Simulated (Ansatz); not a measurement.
Working through harmonic frequencies at the relaxed geometry of CH4MgOS, SMILES C[S][Mg][OH]

With Ansatz 0.2.0, Python API.

Run as a notebook:

In [1]:
```python
import ansatz as az
import numpy as np
```

In [2]:
```python
BASIS_SET = "cc-pVDZ"
XC = "CAM-B3LYP"
```

In [3]:
```python
GEOMETRY = """
C     0.19700    1.50890   -0.34190
S     1.59640    0.76540    0.39700
Mg    0.43310   -1.38130    0.52160
O    -0.39360   -3.13900    0.64410
H     0.36940    2.61600   -0.56940
H    -0.09560    1.05870   -1.30910
H    -0.68770    1.47680    0.34280
H    -1.32680   -2.96260    0.25910
"""
```

In [4]:
```python
geometry = az.Crystal.molecule()
for line in GEOMETRY.strip().splitlines():
    symbol, *xyz = line.split()
    geometry = geometry.atom(symbol, [float(v) for v in xyz])

model = (
    geometry.calculation()
    .basis(gaussian=BASIS_SET)
    .functional(XC)
)
symbols = [site.symbol for site in geometry.cartesian_sites]
start = np.array([site.position_ang for site in geometry.cartesian_sites], dtype=float)
summary = model.relax(force_tolerance=0.003).run(threads=1, pin="off").report
end = np.array(summary["positions_ang"])

print("bond        before    after (A)")
for i, j in [(0, 1), (0, 4), (0, 5), (0, 6), (1, 2), (2, 3), (3, 7)]:
    d0, d1 = (np.linalg.norm(xyz[i] - xyz[j]) for xyz in (start, end))
    print(f"{symbols[i]}{i}-{symbols[j]}{j}".ljust(10), f"{d0:8.4f} {d1:8.4f}")
```
```text
bond        before    after (A)
C0-S1        1.7485   1.8439
C0-H4        1.1433   1.0983
C0-H5        1.1062   1.0985
C0-H6        1.1192   1.0986
S1-Mg2       2.4448   2.2857
Mg2-O3       1.9463   1.7699
O3-H7        1.0248   0.9560
```

In [5]:
```python
# same settings at the minimum
minimum = az.Crystal.molecule()
for symbol, xyz in zip(symbols, end):
    minimum = minimum.atom(symbol, xyz.tolist())
vibrating = minimum.calculation().basis(gaussian=BASIS_SET).functional(XC).phonons(temperatures=(200, 600, 100))
vib = vibrating.run(threads=1, pin="off").report["vibrations"]
sums = vib["harmonic_sums"]
modes = [m["omega_inv_cm"] for m in sums["modes_at_gamma"] if m["rigid_motion"] == "no"]
print("frequencies (1/cm):", " ".join(f"{w:.0f}" for w in modes))
print("imaginary modes:", sum(w < 0 for w in modes), " zero-point energy:", round(sums["zero_point_energy_ev"], 4), "eV")
print("T (K)   F_vib (eV)   S_vib (meV/K)   C_vib (meV/K)")
for row in zip(sums["temperatures_k"], sums["vibrational_free_energy_ev"], vib["entropy_ev_per_k"], vib["heat_capacity_ev_per_k"]):
    print(f"{row[0]:6.1f} {row[1]:11.4f} {1000 * row[2]:13.4f} {1000 * row[3]:15.4f}")
```
```text
frequencies (1/cm): 68 81 124 134 186 197 383 714 833 954 968 1342 1462 1468 3067 3156 3162 4001
imaginary modes: 0  zero-point energy: 1.3825 eV
T (K)   F_vib (eV)   S_vib (meV/K)   C_vib (meV/K)
 200.0      1.3233        0.6324          0.5541
 300.0      1.2472        0.8804          0.6756
 400.0      1.1484        1.0901          0.7848
 500.0      1.0300        1.2753          0.8758
 600.0      0.8940        1.4418          0.9503
```

In [6]:
```python
# all hydrogen replaced by deuterium
heavier = vibrating.phonons(masses={"H": 2.014102}).run(threads=1, pin="off").report["vibrations"]["harmonic_sums"]
print("deuterated (1/cm):", " ".join(f"{m['omega_inv_cm']:.0f}" for m in heavier["modes_at_gamma"] if m["rigid_motion"] == "no"))
print("zero-point energy falls by", round(sums["zero_point_energy_ev"] - heavier["zero_point_energy_ev"], 4), "eV")
```
```text
deuterated (1/cm): 49 74 94 121 159 179 376 675 718 732 817 1022 1058 1062 2198 2343 2345 2917
zero-point energy falls by 0.3324 eV
```

The frequencies are harmonic and unscaled, in a modest basis. The result belongs to the one conformer reached from this start, and soft torsions count as harmonic oscillators. Timing: 5.6 min on 1 thread of Arm Neoverse V2, with other jobs on the host, peak memory 0.27 GiB.

(Lines on the test bed's own set-up are left out of the output.)
